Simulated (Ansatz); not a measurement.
Geometry optimisation, DFT PBE, scalar-relativistic, plane waves, PAW in Ansatz 0.2.0.

Input:

```yaml
crystal:
  lattice:
    - [0.0, 5.43, 5.43]
    - [5.43, 0.0, 5.43]
    - [5.43, 5.43, 0.0]
  atoms:
    - { symbol: Si, position: [0.0, 0.0, 0.0] }
    - { symbol: Si, position: [0.125, 0.125, 0.125] }
    - { symbol: Si, position: [0.0, 0.0, 0.5] }
    - { symbol: Si, position: [0.125, 0.125, 0.625] }
    - { symbol: Si, position: [0.0, 0.5, 0.0] }
    - { symbol: Si, position: [0.125, 0.625, 0.125] }
    - { symbol: Si, position: [0.0, 0.5, 0.5] }
    - { symbol: Si, position: [0.125, 0.625, 0.625] }
    - { symbol: Si, position: [0.5, 0.0, 0.0] }
    - { symbol: Si, position: [0.625, 0.125, 0.125] }
    - { symbol: Si, position: [0.5, 0.0, 0.5] }
    - { symbol: Si, position: [0.625, 0.125, 0.625] }
    - { symbol: Si, position: [0.5, 0.5, 0.0] }
    - { symbol: Si, position: [0.625, 0.625, 0.125] }
    - { symbol: Si, position: [0.5, 0.5, 0.5] }
    - { symbol: Si, position: [0.625, 0.625, 0.625] }
    - { symbol: Cu, position: [0.7565704, 0.747278, 0.247312] }
total_charge: 1
basis:
  ecutwfc: 420.0
kpoints:
  mp_grid: { grid: [2, 2, 2] }
hamiltonian:
  xc: pbe
  pseudopotentials: { kind: paw, azcp: { folder: soft_1 } }
scf:
  occupations: { method: gaussian, width: 0.05 }
  lower_state_search: "off"
relax:
  f_tol: 0.03
  max_steps: 60
  adjacent_minimum: "off"
```

Launched with:

```bash
$ ansatz run input.yaml --threads 1 --pin off --max-ram 3072MiB --backend cpu --events-out ev --progress --plain --runs-dir out
```

Problem. Where does it end, and by what steps?

Solution. It converged. Limits of this set-up: coarse k mesh, a small cell, in which the defect meets its images, charged cell in a uniform background, uncorrected. After 9 steps the energy has fallen by 0.139 eV; Si6 moved furthest, 0.23 Å.

```
step  energy less start (eV)  largest force component (eV/Å)  accepted
   0                  0.0000                           0.601       yes
   1                 -0.0970                           0.178       yes
   2                 -0.1043                           0.035       yes
   3                 -0.1070                           0.205       yes
   4                 -0.1116                           0.101       yes
   5                 -0.1214                           0.130       yes
   6                 -0.1205                           0.143        no
   7                 -0.1365                           0.058       yes
   8                 -0.1363                           0.099        no
   9                 -0.1389                           0.022       yes
```

```xyz
17
Lattice="0.0000 5.4300 5.4300 5.4300 0.0000 5.4300 5.4300 5.4300 0.0000" Properties=species:S:1:pos:R:3
Si -0.039 0.043 -0.005
Si 1.416 1.328 1.299
Si 2.769 2.666 -0.048
Si 4.110 4.015 1.300
Si 2.715 0.038 2.753
Si 3.935 1.492 4.207
Si 5.391 2.710 2.758
Si 6.846 4.014 4.044
Si 0.043 2.651 2.670
Si 1.361 4.073 4.011
Si 2.786 5.386 2.671
Si 4.119 6.744 4.030
Si 2.586 2.836 5.550
Si 4.127 4.065 6.780
Si 5.473 5.385 5.366
Si 6.791 6.727 6.788
Cu 5.273 5.578 8.291
```

Whether the end is a true minimum wasn't checked by a vibrational analysis.

Run time: 64 s on 1 thread of Arm Neoverse V1, on a shared host, peak memory 0.56 GiB.
